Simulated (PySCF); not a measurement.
**One shape, several levels: CH3Cl3Si (methyltrichlorosilane)**

Wanted: a comparison of 5 runs (HF/3-21G, HF/def2-SVP, B3LYP/6-31G*, MP2/pcseg-1) of CH3Cl3Si (methyltrichlorosilane). 

Program for the calculation: PySCF 2.14.0.

**1. The structure to begin with**

CH3Cl3Si has 8 atoms, charge 0, and is taken as a singlet. As SMILES, `C[Si](Cl)(Cl)Cl`. The shape is that of a PBE0-D4/def2-TZVP optimisation.

Bond lengths: C1–Si2 1.841 Å, Si2–Cl3 2.039 Å, Si2–Cl4 2.039 Å, Si2–Cl5 2.039 Å, C1–H6 1.092 Å, C1–H7 1.092 Å, C1–H8 1.092 Å. Some angles: C1–Si2–Cl3 110.7°, C1–Si2–Cl4 110.7°, C1–Si2–Cl5 110.6°, Cl3–Si2–Cl4 108.3°, Cl3–Si2–Cl5 108.3°, Cl4–Si2–Cl5 108.3°, Si2–C1–H6 110.0°, Si2–C1–H7 110.0°, Si2–C1–H8 110.0°, H6–C1–H7 109.0°.

**2. Energy and gradient at HF/3-21G (run 1)**

Input file calc.py:

```python
from pyscf import gto

system = gto.M(
    atom=[
    ('C', (-0.728900, -0.279600, 0.686100)),
    ('Si', (0.568900, 0.197900, -0.528700)),
    ('Cl', (2.360400, -0.640000, -0.033600)),
    ('Cl', (0.065900, -0.429500, -2.402200)),
    ('Cl', (0.801200, 2.223000, -0.573800)),
    ('H', (-0.844500, -1.365200, 0.700800)),
    ('H', (-0.448300, 0.061100, 1.684800)),
    ('H', (-1.682600, 0.175200, 0.410800)),
],
    max_memory=1860,
    verbose=4,
    charge=0,
    basis='3-21g',
)

mf = system.RHF()
mf.conv_tol = 1e-10
mf.kernel()
if not mf.converged:
    mf = mf.newton().run(mf.mo_coeff, mf.mo_occ)

energy = mf.e_tot
print('E = %.10f Eh' % energy)
grad = mf.nuc_grad_method().kernel()
mf.analyze()
```

Command:

```
$ OMP_NUM_THREADS=1 python calc.py
```

Standard output:

```text
PySCF version 2.14.0

[... 85 lines left out ...]
MO #2   energy= -104.132527980212  occ= 2
[... 12 lines left out ...]
MO #15  energy= -7.98771531461273  occ= 2
[... 12 lines left out ...]
MO #28  energy= -0.629559054716398 occ= 2
[... 12 lines left out ...]
MO #41  energy= 0.207809781979879  occ= 0
[... 12 lines left out ...]
MO #54  energy= 0.880966908470489  occ= 0
[... 12 lines left out ...]
MO #67  energy= 1.97937588078281   occ= 0
[... 78 lines left out ...]
Dipole moment(X, Y, Z, Debye): -2.36141, -0.86955,  2.21011
```

Wall time 4.2 s (1 thread of Intel Xeon at 2.70GHz, shared host); peak memory 0.14 GiB.

**3. Energy and forces at HF/def2-SVP (run 2)**

Input file job.py:

```python
from pyscf import gto

mol = gto.M(
    atom=[
    ('C', (-0.728900, -0.279600, 0.686100)),
    ('Si', (0.568900, 0.197900, -0.528700)),
    ('Cl', (2.360400, -0.640000, -0.033600)),
    ('Cl', (0.065900, -0.429500, -2.402200)),
    ('Cl', (0.801200, 2.223000, -0.573800)),
    ('H', (-0.844500, -1.365200, 0.700800)),
    ('H', (-0.448300, 0.061100, 1.684800)),
    ('H', (-1.682600, 0.175200, 0.410800)),
],
    max_memory=1860,
    verbose=4,
    basis='def2-svp',
)

mf = mol.RHF()
mf.conv_tol = 1e-10
mf.kernel()
if not mf.converged:
    mf = mf.newton().run(mf.mo_coeff, mf.mo_occ)

e_final = mf.e_tot
print('E = %.10f Eh' % e_final)
grad = mf.nuc_grad_method().kernel()
dip = mf.dip_moment()
pop, q = mf.mulliken_pop()
```

Command:

```
$ OMP_NUM_THREADS=1 python job.py
```

Standard output:

```text
PySCF version 2.14.0

[... 62 lines left out ...]
converged SCF energy = -1706.66820805319
[... 12 lines left out ...]
Dipole moment(X, Y, Z, Debye): -1.51167, -0.55690,  1.41474
[... 110 lines left out ...]
charge of    7H =      0.08347
```

Run time: 16 s. Hardware: 1 thread of Intel Xeon at 2.70GHz, shared host; peak memory 0.22 GiB.

Runs 3 to 4 aren't shown in full; the table further down has their settings and results.

**4. Energy and gradient at MP2/pcseg-1 (run 5)**

Input file run.py:

```python
import pyscf.grad
from pyscf import gto, mp

system = gto.Mole()
system.atom = [
    ('C', (-0.728900, -0.279600, 0.686100)),
    ('Si', (0.568900, 0.197900, -0.528700)),
    ('Cl', (2.360400, -0.640000, -0.033600)),
    ('Cl', (0.065900, -0.429500, -2.402200)),
    ('Cl', (0.801200, 2.223000, -0.573800)),
    ('H', (-0.844500, -1.365200, 0.700800)),
    ('H', (-0.448300, 0.061100, 1.684800)),
    ('H', (-1.682600, 0.175200, 0.410800)),
]
system.basis = 'pcseg-1'
system.max_memory = 1860
system.verbose = 4
system.charge = 0
system.build()

mf = system.RHF()
mf.conv_tol = 1e-10
mf.kernel()
if not mf.converged:
    mf = mf.newton().run(mf.mo_coeff, mf.mo_occ)

pt = mp.MP2(mf, frozen=21).run()
e_tot = pt.e_tot
print('E = %.10f Eh' % e_tot)
grad = pt.Gradients().kernel()
dip = mf.dip_moment()
pop, q = mf.mulliken_pop()
```

Command:

```
$ OMP_NUM_THREADS=1 python run.py
```

Standard output:

```text
PySCF version 2.14.0

[... 62 lines left out ...]
converged SCF energy = -1707.08627562224
[... 17 lines left out ...]
Dipole moment(X, Y, Z, Debye): -1.74553, -0.64299,  1.63363
[... 110 lines left out ...]
charge of    7H =      0.14845
```

Wall time 47 s (1 thread of Intel Xeon at 2.70GHz, shared host); peak memory 0.73 GiB.

**5. Overview of the runs**

```
run                               level  integration grid  Cartesian functions   energy (Eh)  dipole moment (D) of the reference  HOMO energy (eV)  LUMO energy (eV)  wall time
  1                            HF/3-21G                 –                   no  -1698.825587                                3.35            -12.96              3.39      4.2 s
  2                         HF/def2-SVP                 –                   no  -1706.668208                                2.14            -12.41              4.54       16 s
  3  B3LYP/6-31G* (spherical functions)                 5                   no  -1710.150250                                2.34             -8.86              0.05       71 s
  4  B3LYP/6-31G* (Cartesian functions)                 5                  yes  -1710.162314                                2.34             -8.86              0.04       72 s
  5                         MP2/pcseg-1                 –                   no  -1707.708363                                2.48            -12.69              3.79       47 s
```

**6. What came out**

```
                                           quantity           value
                                run 5: total energy  -1707.70836 Eh
        run 5: dipole moment (Hartree–Fock density)          2.48 D
         run 5: HOMO energy (Hartree–Fock orbitals)       -12.69 eV
         run 5: LUMO energy (Hartree–Fock orbitals)         3.79 eV
       run 5: HOMO–LUMO gap (Hartree–Fock orbitals)        16.48 eV
run 5: correlation energy (21 core orbitals frozen)      -622.1 mEh
                    run 5: largest force on an atom      0.302 eV/Å
```

In words: Over runs 1, 2, 3, 4 the dipole moment (its size) runs from 2.14 D (HF/def2-SVP) to 3.35 D (HF/3-21G). Over runs 1, 2, 3, 4 the HOMO–LUMO gap runs from 8.90 eV (B3LYP/6-31G*) to 16.96 eV (HF/def2-SVP). The two ends differ in method and basis. All runs together took 3.5 min, the longest 72 s.
